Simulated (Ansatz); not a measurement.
**Cr: magnetic anisotropy**

Which direction do the moments of Cr prefer among 001, 100, 210, and by how much? The runs shown use PAW and LAPW. Its runs: collinear moments without spin-orbit coupling (PAW and LAPW); spin-orbit coupling in one pass over the collinear state, moments along 001 (LAPW); spin-orbit coupling in one pass over the collinear state, moments along 100 (LAPW); spin-orbit coupling in one pass over the collinear state, moments along 210 (LAPW); spin-orbit coupling, moments along 001 (LAPW); spin-orbit coupling, moments along 100 (LAPW).

Method: DFT LDA, with the methods named in each step, in Ansatz 0.2.0.

## 1. The structure to begin with

It takes space group P6_3/mmc (No. 194, hexagonal). The conventional cell has a = 2.714 Å, b = 2.714 Å, c = 4.410 Å, α = 90.00°, β = 90.00°, γ = 120.00°. Cr (site symmetry -6m2) has 12 Cr at 2.71 Å as nearest neighbours.

As a file:

```cif
data_structure
_symmetry_space_group_name_H-M 'P6_3/mmc'
_symmetry_Int_Tables_number 194
_cell_length_a 2.7140
_cell_length_b 2.7140
_cell_length_c 4.4100
_cell_angle_alpha 90.000
_cell_angle_beta 90.000
_cell_angle_gamma 120.000
_cell_volume 28.13
loop_
_atom_site_label
_atom_site_type_symbol
_atom_site_symmetry_multiplicity
_atom_site_Wyckoff_symbol
_atom_site_fract_x
_atom_site_fract_y
_atom_site_fract_z
_atom_site_occupancy
Cr1 Cr 2 c 0.33333 0.66667 0.25000 1
```

The file gives the conventional cell by its symmetry; the runs use the cell typed in the input.

Atoms are numbered in the order of the input: Cr1, Cr2.

## 2. Collinear moments without spin-orbit coupling, PAW

File input.yaml:

```yaml
crystal:
  lattice:
    - [2.714, 0.0, 0.0]
    - [-1.357, 2.3503929459, 0.0]
    - [0.0, 0.0, 4.41]
  atoms:
    - { symbol: Cr, position: [0.3333333333, 0.6666666667, 0.25], spin: 3.0 }
    - { symbol: Cr, position: [0.6666666667, 0.3333333333, 0.75], spin: 3.0 }
magnetization:
  spin_polarized: true
kpoints:
  mp_grid: { grid: [9, 9, 5] }
scf:
  occupations: { method: fermi_dirac, width: 0.025 }
  lower_state_search: "off"
hamiltonian:
  xc: lda
  pseudopotentials: { kind: paw }
output:
  forces: true
  stress: true
  eigenvalues: true
```

The run is started by

```bash
ansatz run input.yaml --threads 4 --pin off --max-ram 8192MiB --backend cpu --events-out ev --progress --plain --runs-dir out
```

## 3. Collinear moments without spin-orbit coupling, LAPW

File input.yaml:

```yaml
crystal:
  lattice:
    - [2.714, 0.0, 0.0]
    - [-1.357, 2.3503929459, 0.0]
    - [0.0, 0.0, 4.41]
  atoms:
    - { symbol: Cr, position: [0.3333333333, 0.6666666667, 0.25], spin: 0.4 }
    - { symbol: Cr, position: [0.6666666667, 0.3333333333, 0.75], spin: 0.4 }
magnetization:
  spin_polarized: true
kpoints:
  mp_grid: { grid: [9, 9, 5] }
scf:
  occupations: { method: fermi_dirac, width: 0.025 }
  convergence: { dr2_threshold: 1.0e-09 }
  lower_state_search: "off"
hamiltonian:
  xc: lda
  pseudopotentials: { kind: all_electron, lapw: { basis_error: 2.5e-05 } }
output:
  eigenvalues: false
checkpoint:
  write: state
  compress: false
  write_every: 100000
```

## 4. Spin-orbit coupling in one pass over the collinear state, moments along 001, LAPW

File input.yaml:

```yaml
crystal:
  lattice:
    - [2.714, 0.0, 0.0]
    - [-1.357, 2.3503929459, 0.0]
    - [0.0, 0.0, 4.41]
  atoms:
    - { symbol: Cr, position: [0.3333333333, 0.6666666667, 0.25], spin: 0.4, spin_axis: [0.0, 0.0, 1.0] }
    - { symbol: Cr, position: [0.6666666667, 0.3333333333, 0.75], spin: 0.4, spin_axis: [0.0, 0.0, 1.0] }
magnetization:
  noncollinear: true
  spin_orbit: true
kpoints:
  mp_grid: { grid: [9, 9, 5] }
scf:
  occupations: { method: fermi_dirac, width: 0.025 }
  lower_state_search: "off"
hamiltonian:
  xc: lda
  pseudopotentials: { kind: all_electron, lapw: { basis_error: 2.5e-05 } }
output:
  eigenvalues: false
  hubbard: { sites: [{ species: Cr, l: d }] }
checkpoint:
  read: start
  post_process_only: true
```

## 5. Spin-orbit coupling in one pass over the collinear state, moments along 100, LAPW

Changes to input.yaml since step 4:

```diff
@@ -6,4 +6,4 @@
   atoms:
-    - { symbol: Cr, position: [0.3333333333, 0.6666666667, 0.25], spin: 0.4, spin_axis: [0.0, 0.0, 1.0] }
-    - { symbol: Cr, position: [0.6666666667, 0.3333333333, 0.75], spin: 0.4, spin_axis: [0.0, 0.0, 1.0] }
+    - { symbol: Cr, position: [0.3333333333, 0.6666666667, 0.25], spin: 0.4, spin_axis: [1.0, 0.0, 0.0] }
+    - { symbol: Cr, position: [0.6666666667, 0.3333333333, 0.75], spin: 0.4, spin_axis: [1.0, 0.0, 0.0] }
 magnetization:
```

## 6. Spin-orbit coupling in one pass over the collinear state, moments along 210, LAPW

Changes to input.yaml since step 5:

```diff
@@ -6,4 +6,4 @@
   atoms:
-    - { symbol: Cr, position: [0.3333333333, 0.6666666667, 0.25], spin: 0.4, spin_axis: [1.0, 0.0, 0.0] }
-    - { symbol: Cr, position: [0.6666666667, 0.3333333333, 0.75], spin: 0.4, spin_axis: [1.0, 0.0, 0.0] }
+    - { symbol: Cr, position: [0.3333333333, 0.6666666667, 0.25], spin: 0.4, spin_axis: [0.8660254, 0.5, 0.0] }
+    - { symbol: Cr, position: [0.6666666667, 0.3333333333, 0.75], spin: 0.4, spin_axis: [0.8660254, 0.5, 0.0] }
 magnetization:
```

## 7. Spin-orbit coupling, moments along 001, LAPW

File input.yaml:

```yaml
crystal:
  lattice:
    - [2.714, 0.0, 0.0]
    - [-1.357, 2.3503929459, 0.0]
    - [0.0, 0.0, 4.41]
  atoms:
    - { symbol: Cr, position: [0.3333333333, 0.6666666667, 0.25], spin: 0.4, spin_axis: [0.0, 0.0, 1.0] }
    - { symbol: Cr, position: [0.6666666667, 0.3333333333, 0.75], spin: 0.4, spin_axis: [0.0, 0.0, 1.0] }
magnetization:
  noncollinear: true
  spin_orbit: true
kpoints:
  mp_grid: { grid: [9, 9, 5] }
scf:
  occupations: { method: fermi_dirac, width: 0.025 }
  convergence: { dr2_threshold: 1.0e-08 }
  max_iter: 60
  lower_state_search: "off"
hamiltonian:
  xc: lda
  pseudopotentials: { kind: all_electron, lapw: { basis_error: 2.5e-05 } }
output:
  eigenvalues: false
  hubbard: { sites: [{ species: Cr, l: d }] }
checkpoint:
  write: state
  compress: false
  write_every: 100000
  read: start
```

## 8. Spin-orbit coupling, moments along 100, LAPW

Changes to input.yaml since step 7:

```diff
@@ -6,4 +6,4 @@
   atoms:
-    - { symbol: Cr, position: [0.3333333333, 0.6666666667, 0.25], spin: 0.4, spin_axis: [0.0, 0.0, 1.0] }
-    - { symbol: Cr, position: [0.6666666667, 0.3333333333, 0.75], spin: 0.4, spin_axis: [0.0, 0.0, 1.0] }
+    - { symbol: Cr, position: [0.3333333333, 0.6666666667, 0.25], spin: 0.4, spin_axis: [1.0, 0.0, 0.0] }
+    - { symbol: Cr, position: [0.6666666667, 0.3333333333, 0.75], spin: 0.4, spin_axis: [1.0, 0.0, 0.0] }
 magnetization:
```

(Steps that only read results are left out.)

Before running it: what results should come out? Wanted: easy direction (for each run or level that gives them).

**Answer**, as computed:

| quantity | value |
| --- | --- |
| easy direction (LAPW, one pass, 9×9×5) | 100, hardest of 3 run 0.33 meV/cell higher |
| easy direction (LAPW, self-consistent, 9×9×5) | 100, hardest of 2 run 0.32 meV/cell higher |

By LAPW, one pass, among 001, 100 and 210, the easy direction is 100, and the hardest costs 0.33 meV a cell more; mesh and smearing weren't converged for energies this small. The methods agree on it. Shape anisotropy and temperature are left out.
